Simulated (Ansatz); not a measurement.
# NiPt: magnetic order and moments

The task here is to estimate one member of a computed series from the others.

Computed with Ansatz 0.2.0 (DFT PBEsol, scalar-relativistic, plane waves, PAW, unless a step's input says otherwise).

### Starting point

The structure is trigonal, space group R-3m (No. 166). The conventional cell has a = 2.707 Å, b = 2.707 Å, c = 12.689 Å, α = 90.00°, β = 90.00°, γ = 120.00°. Ni (site symmetry -3m) is surrounded by 6 Pt at 2.63 Å and 6 Ni at 2.71 Å. Pt (site symmetry -3m) has 6 Ni at 2.63 Å and 6 Pt at 2.71 Å as nearest neighbours.

Coordinates:

```
Ni Pt
1.0
     1.35360    0.78150    4.22965
    -1.35360    0.78150    4.22965
     0.00000   -1.56300    4.22965
Ni Pt
1 1
Direct
  0.00000 0.00000 0.00000
  0.50000 0.50000 0.50000
```

The structure comes from the Materials Project (structure only); it is used as listed.

Set-up of the first run:

input.yaml reads:

```yaml
crystal:
  lattice:
    - [1.3535998424, 0.7815012334, 4.2296453483]
    - [-1.3535998424, 0.7815012334, 4.2296453483]
    - [0.0, -1.5630024668, 4.2296453483]
  atoms:
    - { symbol: Ni, position: [0.0, 0.0, 0.0], spin: 2.0 }
    - { symbol: Pt, position: [0.5, 0.5, 0.5] }
basis:
  ecutwfc: 420
kpoints:
  mp_grid: { grid: [6, 6, 6] }
hamiltonian:
  xc: pbesol
scf:
  occupations: { method: gaussian, width: 0.1 }
output:
  forces: true
  stress: true
  eigenvalues: true
  populations: true
magnetization:
  spin_polarized: true
```

Command:

```console
$ ansatz run input.yaml --threads 1 --pin off --max-ram 2560MiB --backend cpu --events-out ev --progress --plain --runs-dir out
```

Among the steps run: A first look at the start; Base run on a denser mesh; Magnetic start: no spin polarisation; Magnetic start: ferromagnetic; Magnetic start: large parallel starting moments; Magnetic start: antiferromagnetic, doubled cell, propagation vector (0, 0, 1/2); Magnetic start: antiferromagnetic, doubled cell, propagation vector (0, 1/2, 1/2); Magnetic start: antiferromagnetic, doubled cell, propagation vector (1/2, 1/2, 1/2); Magnetic start: small parallel starting moments.

One table of the session follows, with a row left open; its other results are not shown here.

It belongs to the step «Which state is lowest». 

| start | energy above the lowest (meV/atom) | pressure (GPa) |
| --- | --- | --- |
| ferromagnetic | 0.00 | -7.2 |
| large parallel starting moments | 0.00 | -7.2 |
| small parallel starting moments | 0.00 | -7.2 |
| antiferromagnetic, doubled cell, propagation vector (1/2, 1/2, 1/2) | 26.4 | -8.0 |
| antiferromagnetic, doubled cell, propagation vector (0, 1/2, 1/2) | ? | ? |
| antiferromagnetic, doubled cell, propagation vector (0, 0, 1/2) | 32.1 | -8.5 |
| no spin | 32.9 | -8.8 |

Q: Estimate the row for antiferromagnetic, doubled cell, propagation vector (0, 1/2, 1/2) from the others.

As computed: energy above the lowest (meV/atom): 30.0; pressure (GPa): -8.1. In the column «energy above the lowest (meV/atom)» it lies between antiferromagnetic, doubled cell, propagation vector (1/2, 1/2, 1/2) (26.4) and antiferromagnetic, doubled cell, propagation vector (0, 0, 1/2) (32.1).

To keep in mind: Only these starts were tried, so a lower state is not ruled out.
